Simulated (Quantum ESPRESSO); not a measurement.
# GaGe (F-43m) in Quantum ESPRESSO: a series of runs, part 2 of 3

Quantum ESPRESSO 7.5. Earlier steps stand in the parts before.

## (3) Phonons, PBE

pw.in reads:

```
&CONTROL
  calculation = 'scf'
  prefix = 'pwscf'
  outdir = './tmp'
  pseudo_dir = './pseudo'
  tprnfor = .true.
  tstress = .true.
  disk_io = 'low'
/
&SYSTEM
  ibrav = 0
  nat = 2
  ntyp = 2
  ecutwfc = 54
  ecutrho = 324
  nbnd = 21
  occupations = 'smearing'
  smearing = 'mv'
  degauss = 0.00999582
/
&ELECTRONS
  conv_thr = 4d-10
  electron_maxstep = 120
  mixing_beta = 0.5
/
ATOMIC_SPECIES
Ge    72.6300 Ge.GGA_PBE-JTH.UPF
Ga    69.7230 Ga.GGA_PBE-JTH.UPF
CELL_PARAMETERS angstrom
   0.0000000000    2.8978440000    2.8978440000
   2.8978440000    0.0000000000    2.8978440000
   2.8978440000    2.8978440000    0.0000000000
ATOMIC_POSITIONS crystal
Ge     0.0000000000    0.0000000000    0.0000000000
Ga     0.2500000000    0.2500000000    0.2500000000
K_POINTS automatic
8 8 8 0 0 0
```

relax.in reads:

```
&CONTROL
  calculation = 'vc-relax'
  prefix = 'pwscf'
  outdir = './tmp'
  pseudo_dir = './pseudo'
  tprnfor = .true.
  tstress = .true.
  disk_io = 'low'
  nstep = 40
  forc_conv_thr = 0.0001
  etot_conv_thr = 1d-06
/
&SYSTEM
  ibrav = 0
  nat = 2
  ntyp = 2
  ecutwfc = 54
  ecutrho = 324
  nbnd = 21
  occupations = 'smearing'
  smearing = 'mv'
  degauss = 0.00999582
/
&ELECTRONS
  conv_thr = 4d-10
  electron_maxstep = 120
  mixing_beta = 0.5
/
&IONS
  ion_dynamics = 'bfgs'
/
&CELL
  cell_dynamics = 'bfgs'
  press = 0
  press_conv_thr = 0.2
/
ATOMIC_SPECIES
Ge    72.6300 Ge.GGA_PBE-JTH.UPF
Ga    69.7230 Ga.GGA_PBE-JTH.UPF
CELL_PARAMETERS angstrom
   0.0000000000    2.8978440000    2.8978440000
   2.8978440000    0.0000000000    2.8978440000
   2.8978440000    2.8978440000    0.0000000000
ATOMIC_POSITIONS crystal
Ge     0.0000000000    0.0000000000    0.0000000000
Ga     0.2500000000    0.2500000000    0.2500000000
K_POINTS automatic
8 8 8 0 0 0
```

scf2.in reads:

```
&CONTROL
  calculation = 'scf'
  prefix = 'pwscf'
  outdir = './tmp'
  pseudo_dir = './pseudo'
  tprnfor = .true.
  tstress = .true.
  disk_io = 'low'
/
&SYSTEM
  ibrav = 0
  nat = 2
  ntyp = 2
  ecutwfc = 54
  ecutrho = 324
  nbnd = 21
  occupations = 'smearing'
  smearing = 'mv'
  degauss = 0.00999582
/
&ELECTRONS
  conv_thr = 1d-13
  electron_maxstep = 120
  mixing_beta = 0.5
  startingpot = 'file'
  startingwfc = 'file'
/
ATOMIC_SPECIES
Ge    72.6300 Ge.GGA_PBE-JTH.UPF
Ga    69.7230 Ga.GGA_PBE-JTH.UPF
CELL_PARAMETERS angstrom
   0.0000000000    2.9048815503    2.9048815503
   2.9048815503    0.0000000000    2.9048815503
   2.9048815503    2.9048815503    0.0000000000
ATOMIC_POSITIONS crystal
Ge     0.0000000000    0.0000000000    0.0000000000
Ga     0.2500000000    0.2500000000    0.2500000000
K_POINTS automatic
8 8 8 0 0 0
```

ph.in reads:

```
phonons of GaGe
&INPUTPH
  prefix = 'pwscf'
  outdir = './tmp'
  tr2_ph = 1d-18
  fildyn = 'dyn'
  niter_ph = 90
  alpha_mix(1) = 0.4
/
0.0000000000 0.0000000000 0.0000000000
```

dynmat.in reads:

```
&INPUT
  fildyn = 'dyn'
  asr = 'crystal'
  filout = 'dynmat.disp'
  fileig = 'dynmat.eig'
/
```

Potentials or basis: JTH 2.0 PBE.

On the command line:

```console
OMP_NUM_THREADS=1 pw.x -in pw.in > pw.out
OMP_NUM_THREADS=1 pw.x -in relax.in > relax.out
OMP_NUM_THREADS=1 pw.x -in scf2.in > scf2.out
OMP_NUM_THREADS=1 ph.x -in ph.in > ph.out
OMP_NUM_THREADS=1 dynmat.x -in dynmat.in > dynmat.out
```

pw.out:

```text
This program is part of the open-source Quantum ESPRESSO suite
     for quantum simulation of materials; please cite
         "P. Giannozzi et al., J. Phys.:Condens. Matter 21 395502 (2009);
         "P. Giannozzi et al., J. Phys.:Condens. Matter 29 465901 (2017);
         "P. Giannozzi et al., J. Chem. Phys. 152 154105 (2020);
     in publications or presentations arising from this work. More details at

     file Ge.GGA_PBE-JTH.UPF: wavefunction(s)  4S 0S 4P 0P 3D 0D renormalized
     file Ga.GGA_PBE-JTH.UPF: wavefunction(s)  0S 4P 0P 3D 0D renormalized
     Message from routine setup:
     using ibrav=0 with symmetry is DISCOURAGED, use correct ibrav instead

     G-vector sticks info
     --------------------
     sticks:   dense  smooth     PW     G-vecs:    dense   smooth      PW
     Sum        1345     889    265                32455    17573    2891

     Using Slab Decomposition

     bravais-lattice index     =            0
     lattice parameter (alat)  =       7.7444  a.u.
     unit-cell volume          =     328.4366 (a.u.)^3
     number of atoms/cell      =            2
     number of atomic types    =            2
     number of electrons       =        27.00
     number of Kohn-Sham states=           21
     kinetic-energy cutoff     =      54.0000  Ry
     charge density cutoff     =     324.0000  Ry
     scf convergence threshold =      4.0E-10
     mixing beta               =       0.5000
     number of iterations used =            8  plain     mixing
     Exchange-correlation= SLA PW PBX PBC
                           (   1   4   3   4   0   0   0)

     celldm(1)=   7.744419  celldm(2)=   0.000000  celldm(3)=   0.000000
     celldm(4)=   0.000000  celldm(5)=   0.000000  celldm(6)=   0.000000

     crystal axes: (cart. coord. in units of alat)
               a(1) = (   0.000000   0.707107   0.707107 )
               a(2) = (   0.707107   0.000000   0.707107 )
               a(3) = (   0.707107   0.707107   0.000000 )

     reciprocal axes: (cart. coord. in units 2 pi/alat)
               b(1) = ( -0.707107  0.707107  0.707107 )
               b(2) = (  0.707107 -0.707107  0.707107 )
               b(3) = (  0.707107  0.707107 -0.707107 )

     PseudoPot. # 1 for Ge read from file:
     Ge.GGA_PBE-JTH.UPF
     Pseudo is Projector augmented-wave + core cor, Zval = 14.0
     Generated using ATOMPAW code
     Shape of augmentation charge: SINC**2
     Using radial grid of 1054 points,  6 beta functions with:
                l(1) =   0
                l(2) =   0
                l(3) =   1
                l(4) =   1
                l(5) =   2
                l(6) =   2
[... 59 lines left out ...]

     Dense  grid:    32455 G-vectors     FFT dimensions: (  45,  45,  45)

     Smooth grid:    17573 G-vectors     FFT dimensions: (  40,  40,  40)

     Initial potential from superposition of free atoms

     starting charge      26.9963, renormalised to      27.0000
     Starting wfcs are   36 randomized atomic wfcs

     Self-consistent Calculation

     iteration #  1     ecut=    54.00 Ry     beta= 0.50
     Davidson diagonalization with overlap
     ethr =  1.00E-02,  avg # of iterations =  6.3

     Threshold (ethr) on eigenvalues was too large:
     Diagonalizing with lowered threshold

     Davidson diagonalization with overlap
     ethr =  5.87E-05,  avg # of iterations =  5.7

     total energy              =    -593.44173016 Ry
     estimated scf accuracy    <       0.01643349 Ry
[... 50 lines left out ...]
     iteration #  9     ecut=    54.00 Ry     beta= 0.50
     Davidson diagonalization with overlap
     ethr =  2.79E-12,  avg # of iterations =  3.9

     End of self-consistent calculation

          k = 0.0000 0.0000 0.0000 (  2229 PWs)   bands (ev):

   -16.2942 -16.2942 -16.2942 -16.2744 -16.2744  -6.6888  -6.6888  -6.6888
    -6.6290  -6.6290  -2.8833   9.3426   9.3426   9.3426   9.7021  12.0278
    12.0278  12.0278  15.3465  18.4053  18.4053
[... 111 lines left out ...]
   -16.2955 -16.2903 -16.2895 -16.2752 -16.2720  -6.7283  -6.6620  -6.6571
    -6.6394  -6.6259   0.0491   2.0658   5.1326   6.8338  10.4512  13.2499
    16.3823  16.5410  17.1648  18.6850  22.4155

          k =-0.7071 0.0000 0.0000 (  2200 PWs)   bands (ev):

   -16.2976 -16.2887 -16.2887 -16.2763 -16.2710  -6.7374  -6.6520  -6.6520
    -6.6479  -6.6219   0.1319   1.8428   6.4002   6.4002   9.9893  10.0946
    18.6664  18.6664  19.8853  21.1229  21.5871

          k = 0.3536 0.1768 0.0000 (  2194 PWs)   bands (ev):
[... 31 lines left out ...]
   -16.2938 -16.2923 -16.2897 -16.2745 -16.2727  -6.7228  -6.6677  -6.6603
    -6.6350  -6.6283  -0.2961   2.4714   5.1852   6.7376  11.9469  13.7523
    14.0512  15.9867  17.2270  18.6235  22.0565

          k =-0.7071 0.1768-0.0000 (  2214 PWs)   bands (ev):

   -16.2964 -16.2900 -16.2888 -16.2757 -16.2716  -6.7324  -6.6580  -6.6548
    -6.6424  -6.6242   0.1711   1.9166   5.9003   5.9588  11.1377  11.2603
    16.6555  16.7780  19.6870  20.3900  21.5423

          k =-0.7071 0.3536 0.0000 (  2208 PWs)   bands (ev):

   -16.2940 -16.2924 -16.2888 -16.2749 -16.2723  -6.7264  -6.6651  -6.6562
    -6.6369  -6.6279   0.2117   1.9981   5.5024   5.6178  13.4266  13.4671
    13.7915  14.1368  19.7193  20.3668  21.5446

     the Fermi energy is     7.6655 ev

!    total energy              =    -593.44261478 Ry
     total all-electron energy =      -593.442615 Ry
     estimated scf accuracy    <          2.2E-11 Ry
     smearing contrib. (-TS)   =      -0.00013852 Ry
     internal energy E=F+TS    =    -593.44247626 Ry

     The total energy is F=E-TS. E is the sum of the following terms:
     one-electron contribution =    -265.20759972 Ry
     hartree contribution      =      98.98580820 Ry
     xc contribution           =     -35.75996560 Ry
     ewald contribution        =    -179.44961200 Ry
     one-center paw contrib.   =    -212.01110713 Ry

     convergence has been achieved in   9 iterations

     Forces acting on atoms (cartesian axes, Ry/au):

     atom    1 type  1   force =    -0.00000000    0.00000000    0.00000000
     atom    2 type  2   force =     0.00000000   -0.00000000   -0.00000000

     Total force =     0.000000     Total SCF correction =     0.000000

     Computing stress (Cartesian axis) and pressure

          total   stress  (Ry/bohr**3)                   (kbar)     P=        3.69
   0.00002507  -0.00000000  -0.00000000            3.69       -0.00       -0.00
   0.00000000   0.00002507  -0.00000000            0.00        3.69       -0.00
  -0.00000000  -0.00000000   0.00002507           -0.00       -0.00        3.69

=------------------------------------------------------------------------------=
   JOB DONE.
=------------------------------------------------------------------------------=
```

scf2.out:

```text
This program is part of the open-source Quantum ESPRESSO suite
     for quantum simulation of materials; please cite
         "P. Giannozzi et al., J. Phys.:Condens. Matter 21 395502 (2009);
         "P. Giannozzi et al., J. Phys.:Condens. Matter 29 465901 (2017);
         "P. Giannozzi et al., J. Chem. Phys. 152 154105 (2020);
[... 345 lines left out ...]
   0.00000000   0.00000002   0.00000000            0.00        0.00        0.00
   0.00000000   0.00000000   0.00000002            0.00        0.00        0.00

=------------------------------------------------------------------------------=
   JOB DONE.
=------------------------------------------------------------------------------=
```

Run time: 18 min. Hardware: 1 thread of Arm Neoverse V1, shared host; peak memory 0.17 GiB.

Results:

```yaml
Free_energy: -8074.1986 eV
Relaxed_volume: 24.51 Å³/atom
Relaxed_cell: a = 4.108 Å, b = 4.108 Å, c = 4.108 Å, α = 60.00°, β = 60.00°, γ = 60.00°
Space_group_after_relaxing_to_0.05_Å: F-43m (No. 216)
Pressure_after_relaxing: 0.0 GPa
Band_gap_on_the_k_mesh: none (metal or under the smearing width)
Highest_phonon_frequency_at_Γ: 199 cm⁻¹
```

The path:
```
step  energy change (eV)  largest force (eV/Å)  pressure (GPa)  volume (Å³)
   1              0.0000                0.0000            0.37        48.67
   2             -0.0002                0.0000            0.24        48.76
   3             -0.0003                0.0000            0.16        48.86
   4             -0.0004                0.0000            0.01        49.01
   5             -0.0004                0.0000            0.00        49.02
```

Final structure:
```
CELL_PARAMETERS angstrom
0.00000 2.90488 2.90488
2.90488 0.00000 2.90488
2.90488 2.90488 0.00000
ATOMIC_POSITIONS crystal
Ge 0.00000 0.00000 0.00000
Ga 0.25000 0.25000 0.25000
```

Phonon frequencies in cm⁻¹ (negative: imaginary):
```tsv
q point	frequencies
(0.000, 0.000, 0.000)	9 9 9 199 199 199
```

Optical modes at Γ, degenerate ones joined:
```
cm⁻¹  components  symmetry     active in
 199           3        T2  IR and Raman
```

[end of part 2 of 3]
